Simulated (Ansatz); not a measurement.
# CO2: the cost of one run

Computed with Ansatz 0.2.0 (DFT, PBE, plane-wave PAW, default files, scalar-relativistic, as far as a step names no other, unless a step's input says otherwise).

## (1) The structure to begin with

The structure is cubic, space group Pa-3 (No. 205). The conventional cell has a = 5.494 Å, b = 5.494 Å, c = 5.494 Å, α = 90.00°, β = 90.00°, γ = 90.00°. Around C (site symmetry -3) lie 2 O at 1.15 Å. O (site symmetry 3) has 1 C at 1.15 Å as nearest neighbours.

Structure file:

```xyz
12
Lattice="5.4942 0.0000 0.0000 0.0000 5.4942 0.0000 0.0000 0.0000 5.4942" Properties=species:S:1:pos:R:3 pbc="T T T"
C     0.0000    0.0000    0.0000
C     2.7471    0.0000    2.7471
C     2.7471    2.7471    0.0000
C     0.0000    2.7471    2.7471
O     0.6631    0.6631    0.6631
O     2.0840    4.8311    3.4102
O     3.4102    2.0840    4.8311
O     4.8311    3.4102    2.0840
O     4.8311    4.8311    4.8311
O     3.4102    0.6631    2.0840
O     2.0840    3.4102    0.6631
O     0.6631    2.0840    3.4102
```

## (2) Single point at the given positions

input.yaml

```yaml
crystal:
  lattice:
    - [5.4942, 0.0, 0.0]
    - [0.0, 5.4942, 0.0]
    - [0.0, 0.0, 5.4942]
  atoms:
    - { symbol: C, position: [0.0, 0.0, 0.0] }
    - { symbol: C, position: [0.5, 0.0, 0.5] }
    - { symbol: C, position: [0.5, 0.5, 0.0] }
    - { symbol: C, position: [0.0, 0.5, 0.5] }
    - { symbol: O, position: [0.1207, 0.1207, 0.1207] }
    - { symbol: O, position: [0.3793, 0.8793, 0.6207] }
    - { symbol: O, position: [0.6207, 0.3793, 0.8793] }
    - { symbol: O, position: [0.8793, 0.6207, 0.3793] }
    - { symbol: O, position: [0.8793, 0.8793, 0.8793] }
    - { symbol: O, position: [0.6207, 0.1207, 0.3793] }
    - { symbol: O, position: [0.3793, 0.6207, 0.1207] }
    - { symbol: O, position: [0.1207, 0.3793, 0.6207] }
kpoints:
  mp_grid: { grid: [5, 5, 5] }
scf:
  occupations: { method: fermi_dirac, width: 0.02 }
hamiltonian:
  xc: pbe
  pseudopotentials: { kind: paw }
output:
  forces: true
  stress: true
  populations: true
  efg: { quadrupole_moments_barn: { O: -0.02558 }, contact_densities: true }
  write_density: true
  write_potential: true
  elf: true
  volumetric_format: npy
```

On the command line:

```sh
$ ansatz run input.yaml --threads 1 --pin off --max-ram 2560MiB --backend cpu --events-out ev --progress --plain --runs-dir out
```

Q: Estimate wall time and peak memory on 1 thread of Arm Neoverse V2, shared host.

About 7 s, with a peak of 0.41 GiB.
